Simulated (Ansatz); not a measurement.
Geometry optimisation, DFT PBE, scalar-relativistic, plane waves, PAW (Ansatz 0.2.0).

The input (input.yaml):

```yaml
crystal:
  lattice:
    - [6.98, 0.0, 0.0]
    - [0.0, 6.98, 0.0]
    - [0.0, 0.0, 6.98]
  atoms:
    - { symbol: Li, position: [0.0, 0.0, 0.0] }
    - { symbol: Li, position: [0.5, 0.0, 0.0] }
    - { symbol: Li, position: [0.0, 0.5, 0.0] }
    - { symbol: Li, position: [0.0, 0.0, 0.5] }
    - { symbol: Li, position: [0.25, 0.25, 0.25] }
    - { symbol: Li, position: [0.5, 0.5, 0.0] }
    - { symbol: Li, position: [0.5, 0.0, 0.5] }
    - { symbol: Li, position: [0.75, 0.25, 0.25] }
    - { symbol: Li, position: [0.0, 0.5, 0.5] }
    - { symbol: Li, position: [0.25, 0.75, 0.25] }
    - { symbol: Li, position: [0.25, 0.25, 0.75] }
    - { symbol: Li, position: [0.5, 0.5, 0.5] }
    - { symbol: Li, position: [0.75, 0.75, 0.25] }
    - { symbol: Li, position: [0.75, 0.25, 0.75] }
    - { symbol: Li, position: [0.25, 0.75, 0.75] }
    - { symbol: Li, position: [0.75, 0.75, 0.75] }
    - { symbol: Li, position: [0.24123478, 1.00411555, 0.37744098] }
basis:
  ecutwfc: 420.0
kpoints:
  mp_grid: { grid: [3, 3, 3] }
hamiltonian:
  xc: pbe
scf:
  occupations: { method: gaussian, width: 0.1 }
  lower_state_search: "off"
relax:
  f_tol: 0.03
  max_steps: 60
  adjacent_minimum: "off"
```

Launched with:

```bash
$ ansatz run input.yaml --threads 2 --pin off --max-ram 5120MiB --backend cpu --events-out ev --progress --plain --runs-dir out
```

**Question.** Where does it end, and by what steps?

**Answer.** The run converged. Limits of this set-up: coarse k mesh, a small cell, in which the defect meets its images. After 10 steps the energy has fallen by 1.745 eV; Li4 moved furthest, 1.00 Å. Joined: Li1–Li4 (3.49 → 2.76 Å), Li4–Li7 (3.49 → 3.07 Å), Li5–Li11 (3.49 → 2.78 Å), Li8–Li17 (3.94 → 2.92 Å), Li9–Li17 (3.94 → 2.94 Å), Li15–Li16 (3.49 → 2.98 Å).

```
step  energy less start (eV)  largest force component (eV/Å)  accepted
   0                  0.0000                           1.710       yes
   1                 -0.9313                           1.042       yes
   2                 -1.4255                           0.406       yes
   3                 -1.5680                           0.150       yes
   4                 -1.6135                           0.056       yes
   5                 -1.6467                           0.063       yes
   6                 -1.6768                           0.072       yes
   7                 -1.7084                           0.081       yes
   8                 -1.7341                           0.079       yes
   9                 -1.7426                           0.033       yes
  10                 -1.7446                           0.004       yes
```

```xyz
17
Lattice="6.9800 0.0000 0.0000 0.0000 6.9800 0.0000 0.0000 0.0000 6.9800" Properties=species:S:1:pos:R:3
Li 0.055 -0.116 0.013
Li 3.612 -0.138 0.070
Li -0.036 3.664 -0.188
Li -0.463 -0.386 4.292
Li 2.011 2.150 1.004
Li 3.802 3.756 0.171
Li 3.625 0.034 3.348
Li 5.413 1.734 1.698
Li 0.075 3.365 3.545
Li 1.750 5.132 1.840
Li 1.895 1.690 5.247
Li 3.435 3.221 3.285
Li 5.494 5.248 1.930
Li 5.135 1.794 5.363
Li 1.911 5.188 5.158
Li 4.871 4.865 5.055
Li 0.978 7.687 2.682
```

Whether the end is a true minimum wasn't checked by a vibrational analysis.

The run took 26 s on 2 threads of Intel(R) Xeon(R) 6975P-C (Granite Rapids) (shared host), peak memory 0.56 GiB.
